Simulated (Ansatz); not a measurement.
# H4SSiTe: the cost of one run

Program: Ansatz 0.2.0 through its Python package. Level of theory: PBE0/def2-SVP. These are calculated values, not measurements.

### Step 1. Starting point

Bond lengths: S1–Si2 2.102 Å, Si2–Te3 2.467 Å, S1–H4 1.388 Å, Si2–H5 1.485 Å, Si2–H6 1.483 Å, Te3–H7 1.788 Å. Angles: S1–Si2–Te3 107.5°, S1–Si2–H5 110.3°, S1–Si2–H6 110.1°, Te3–Si2–H5 109.1°, Te3–Si2–H6 110.4°, H5–Si2–H6 109.3°, Si2–S1–H4 91.2°, Si2–Te3–H7 90.5°.

h4ssite.xyz, read by the script:

```xyz
7

S    -2.14460    0.14680    0.15320
Si   -0.07300    0.49680    0.10340
Te    1.05580   -1.67890    0.38490
H    -2.06370   -0.65990   -0.97300
H     0.32010    1.08160   -1.20370
H     0.31390    1.42500    1.19280
H     2.65270   -0.87950    0.29680
```

### Step 2. The code

Input file scan.py:

```python
"""Potential curve of H4SSiTe along one bond."""

import logging
import sys

import ansatz as az
import numpy as np

logging.basicConfig(stream=sys.stdout, format="[%(levelname)s] %(message)s")
log = logging.getLogger("calc")
log.setLevel(logging.INFO)

h4ssite = az.Crystal.molecule_from_extxyz("h4ssite.xyz")

symbols = [site.symbol for site in h4ssite.cartesian_sites]
start = np.array([site.position_ang for site in h4ssite.cartesian_sites])
axis = (start[3] - start[0]) / np.linalg.norm(start[3] - start[0])
moving = [3]
lengths, energies = [1.221, 1.277, 1.332, 1.388, 1.443, 1.499, 1.554, 1.637], []
for length in lengths:
    xyz = start.copy()
    xyz[moving] += (length - np.linalg.norm(start[3] - start[0])) * axis
    point = az.Crystal.molecule()
    for symbol, place in zip(symbols, xyz):
        point = point.atom(symbol, place.tolist())
    calc = (
        point.calculation()
        .basis(gaussian="def2-SVP")
        .functional("PBE0")
        .accuracy("medium")  # preset for grids and thresholds
        .scf(lower_state_search="off")
    )
    r = calc.run(threads=1).report
    energies.append(r["free_energy_ev"])
    log.info(f"r = {length:6.3f} A  E = {energies[-1]:.5f} eV  <S^2> = {abs(r['mean_field']['state']['spin_squared']):.3f}")

# quartic fit about the minimum
fit = np.polynomial.Polynomial.fit(lengths, np.array(energies) - min(energies), 4).convert()
roots = [r.real for r in fit.deriv().roots() if abs(r.imag) < 1e-9 and fit.deriv(2)(r.real) > 0]
r_e = min(roots, key=lambda r: abs(r - lengths[int(np.argmin(energies))]))
log.info(f"minimum of the fit at {r_e:.4f} A, force constant {fit.deriv(2)(r_e):.2f} eV/A^2")
```

### Step 3. The input behind the calls

The engine receives this input (first run):

```yaml
crystal:
  periodic: [false, false, false]
  atoms:
    - { symbol: S, position_ang: [-2.1446, 0.1468, 0.1532] }
    - { symbol: Si, position_ang: [-0.073, 0.4968, 0.1034] }
    - { symbol: Te, position_ang: [1.0558, -1.6789, 0.3849] }
    - { symbol: H, position_ang: [-2.073416871472904, -0.5630075374883596, -0.8377325012016743] }
    - { symbol: H, position_ang: [0.3201, 1.0816, -1.2037] }
    - { symbol: H, position_ang: [0.3139, 1.425, 1.1928] }
    - { symbol: H, position_ang: [2.6527, -0.8795, 0.2968] }
accuracy: medium
basis:
  gaussian:
    orbitals: def2-SVP
hamiltonian:
  xc: pbe0
scf:
  lower_state_search: "off"
```

### Step 4. Running it

Launch:

```bash
$ python scan.py
```

Q: Estimate wall time and peak memory on 1 thread of Arm Neoverse V1, shared host.

About 16 s, with a peak of 0.21 GiB.
